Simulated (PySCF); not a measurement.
# C₆H₉ClSi: electronic excitations

What electronic excitations should C₆H₉ClSi (`C=C/C=C(\C=C)[SiH2]Cl`) show?

Programs: PySCF 2.14.0, with density-fitted response routines of our own. Each step states its level of theory. These are calculated values for one molecule in the gas phase, unless marked as measured. Atoms are numbered from 0 throughout.

## (1) The starting structure

17 atoms, charge 0, multiplicity 1; geometry from: GFN2-xTB.

Bonds of the start (Å): C0–C1 1.33, C1–C2 1.44, C2–C3 1.36, C3–C4 1.45, C4–C5 1.33, C3–Si6 1.89, Si6–Cl7 2.02, C0–H8 1.08, C0–H9 1.08, C1–H10 1.08, C2–H11 1.08, C4–H12 1.08, C5–H13 1.08, C5–H14 1.08, Si6–H15 1.46, Si6–H16 1.46.

## (2) Ultraviolet spectrum: wB97X-D/def2-SVPD

What the job is given:

```
{"job": {"kind": "uv", "xc": "wB97X-D", "basis": "def2-SVPD", "nstates": 8, "ntriplets": 3}, "charge": 0, "multiplicity": 1}
C      2.927559    -1.315402    -0.734788
C      1.980107    -0.423986    -0.444433
C      0.602389    -0.792255    -0.251481
C     -0.445741     0.012161     0.050665
C     -0.290039     1.443041     0.224736
C     -1.275859     2.294725     0.492587
Si    -2.153461    -0.783968     0.247709
Cl    -2.821970    -0.546908     2.142424
H      2.702187    -2.363960    -0.841269
H      3.955990    -1.030265    -0.874118
H      2.252525     0.616917    -0.347507
H      0.412190    -1.852577    -0.369531
H      0.711602     1.839797     0.127743
H     -1.086441     3.347992     0.612143
H     -2.299348     1.981059     0.607746
H     -2.040997    -2.221105     0.006509
H     -3.137692    -0.193235    -0.659046
```

Method: TDDFT wB97X-D/def2-SVPD, vertical, gas phase, core orbitals frozen in the response.

Launch:

```bash
OMP_NUM_THREADS=1 python probes_run.py task.json out
```

The driver reads the jobs from task.json and runs them one after another.

What will the session give for the following? lowest singlet (wB97X-D/def2-SVPD); lowest triplet. Wanted: lowest singlet; lowest triplet.

As calculated:

| quantity | value |
| --- | --- |
| lowest singlet (wB97X-D/def2-SVPD) | 4.83 eV (256 nm), f = 0.859 |
| lowest triplet | 2.65 eV |

The first singlet state (HOMO→LUMO 0.98) lies at 4.83 eV and is bright. The lowest triplet lies 2.18 eV below the lowest singlet (triplets in Tamm-Dancoff, singlets in full TDDFT).
